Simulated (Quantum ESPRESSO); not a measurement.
## SnSe2 under changes of volume

One of the cells (25.726 Å³/atom); the others are scaled copies at fixed shape and fractional positions:

```
CELL_PARAMETERS angstrom
3.81100 0.00000 0.00000
-1.90550 3.30042 0.00000
0.00000 0.00000 6.13600
ATOMIC_POSITIONS crystal
Sn 0.00000 0.00000 0.00000
Se 0.66667 0.33333 0.75100
Se 0.33333 0.66667 0.24900
```

- Program: Quantum ESPRESSO 7.5
- Functional: PBEsol
- Potentials or basis: GBRV 1.5 PBEsol
- Cutoff: 925 eV
- Density cutoff: 7401 eV
- k mesh: 8 × 8 × 5
- Occupations: fermi-dirac, width 0.05 eV
- Spin: no spin polarisation

```tsv
volume (Å³/atom)	energy over the lowest point (meV/atom)	pressure (GPa)	gap on the mesh (eV)	largest force (eV/Å)
24.182	56.53	7.9	0.80	1.287
24.697	34.11	5.9	0.78	1.042
25.212	17.87	4.1	0.76	0.817
25.726	7.15	2.5	0.73	0.609
26.241	?	?	?	?
26.755	0.00	-0.3	0.68	0.240
27.270	2.59	-1.4	0.65	0.076
```

Problem. What does the run at 26.241 Å³/atom give?

Solution. Energy over the lowest point 1.37 meV/atom; pressure 1.0 GPa; gap on the mesh 0.70 eV; largest force 0.417 eV/Å.

Worked out: A Birch-Murnaghan fit of order 3 (a polynomial in V^(-2/3)) to the other rows has its minimum at 26.67 Å³/atom with B0 = V·E''(V) = 65 GPa and B' = 4.7 at fixed shape and positions, which overstates the stiffness. It gives 1.36 meV/atom at 26.241 Å³/atom, against the run's 1.37, and -dE/dV = 1.1 GPa, against 1.0. A straight line through the other rows of the gap, of slope -1.26 eV per unit of ln V, gives 0.70 eV, against the run's 0.70.

Energies are extrapolated to zero smearing.

Caveats: spin-orbit coupling is left out, which moves the levels of the heavy elements; an odd mesh through Γ misses points on the zone boundary, where band edges often lie; this functional lacks dispersion, which binds the layers, so the pressure and a relaxed spacing across them are unreliable; forces of over 1 eV/Å show positions far from the minimum, so gaps and moduli don't describe the material at rest (some runs).
